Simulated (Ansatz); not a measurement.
**AlAs (quintet): the correlation ladder, aug-cc-pVTZ**

One table from this session's results is given with a row withheld; the runs are named, their logs left out.

The runs use Ansatz 0.2.0, Gaussian basis; aug-cc-pVTZ, core rule «outside noble gas», up to 19 orbitals frozen.

To be run: UHF; CCSD(T) on ROHF; CCSD(T) on UHF; BCCD(T) on ROHF; CCSDT(Q) on ROHF; CCSDT(Q) on UHF.

12 further runs of the same task are left out: 7 for a known fault of the program, 5 set aside as unsound or not needed. Runs told in other sessions of the task aren't counted.

### What is computed

The geometry is a PBE0/def2-TZVPD stationary point (not a proven minimum) of the parent state, kept for this charge and spin. No spin-orbit coupling is included. The filled d shell of As may be among the frozen orbitals whatever the setting's name suggests.

2 atoms, charge 0, spin multiplicity 5.

Atoms are counted from 1 here; the program's logs count them from 0.

Bond lengths: Al1–As2 2.421 Å.

Set-up of the first run:

File in.yaml:

```yaml
crystal:
  periodic: [false, false, false]
  atoms:
    - {symbol: Al, position_ang: [0.000000, 0.000000, 0.000000]}
    - {symbol: As, position_ang: [0.000000, 0.000000, 2.421000]}
basis:
  gaussian: {orbitals: aug-cc-pVTZ}
magnetization: {spin_polarized: true, initial_magnetization: 4}
hamiltonian: {xc: hf}
output: {orbitals: {seedname: orbitals}}
```

Command:

```sh
$ ansatz run in.yaml --threads 1 --pin off --events-out ev --progress --plain --max-ram 4096MiB --backend cpu
```

Among the steps run: UHF; CCSD(T) on ROHF; CCSD(T) on UHF; BCCD(T) on ROHF; CCSDT(Q) on ROHF; CCSDT(Q) on UHF.

One of the session's tables, all rows but one given; the rest of the session is left out.

It belongs to the step «Misses and costs». 

| method | from UCCSDT(Q) (kJ/mol) |
| --- | --- |
| ROHF | +422.3 |
| UHF | +405.2 |
| RMP2 | +91.0 |
| UMP2 | +91.9 |
| RCCSD | +26.2 |
| UCCSD | ? |
| RCCSD(T) | +6.0 |
| UCCSD(T) | +4.8 |
| BCCD(T) | +6.0 |
| RCCSDT | +2.4 |
| UCCSDT | +1.1 |
| RCCSDT(Q) | +1.3 |
| UCCSDT(Q) | 0 |

Q: Estimate the row for UCCSD from the others.

The run gave: from UCCSDT(Q) (kJ/mol): +24.2. In the column «from UCCSDT(Q) (kJ/mol)» it lies between BCCD(T) (+6.0) and RCCSD (+26.2).

Limits of these values: Restricted and unrestricted rows rest on different reference determinants; a gap between their highest levels can come from leftover correlation error, from unlike frozen cores or from another state.
